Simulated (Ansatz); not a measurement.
# STi: the cost of one run

Program: Ansatz 0.2.0, Gaussian basis. Level of theory: the settings change from run to run. These are calculated values, not measurements.

18 further runs of the same task are left out: 7 for a known fault of the program, 3 that didn't finish, 8 set aside as unsound or not needed.

## Step 1: What is computed

The geometry is a PBE0/def2-TZVP stationary point (not a proven minimum).

2 atoms, charge 0, spin multiplicity 1.

Atoms are counted from 1 here; the program's logs count them from 0.

Bond lengths: Ti1–S2 2.005 Å.

## Step 2: CISD/cc-pVTZ-DK

in.yaml reads:

```yaml
crystal:
  periodic: [false, false, false]
  atoms:
    - {symbol: Ti, position_ang: [0.000000, 0.000000, 0.000000]}
    - {symbol: S, position_ang: [0.000000, 0.000000, 2.005145]}
basis:
  gaussian: {orbitals: cc-pVTZ-DK}
correlation: {active_space: {ras: {orbitals: [5, 0, 83], electrons: 10, max_holes: 2, max_particles: 2}, fixed_orbitals: true}}
```

On the command line:

```console
$ ansatz run in.yaml --threads 1 --pin off --events-out ev --progress --plain --max-ram 2393MiB
```

**Question.** How long does this run take on 1 thread of Intel Xeon 6975P-C, shared host, and how much memory does it need?

About 9.5 s, with a peak of 0.35 GiB.
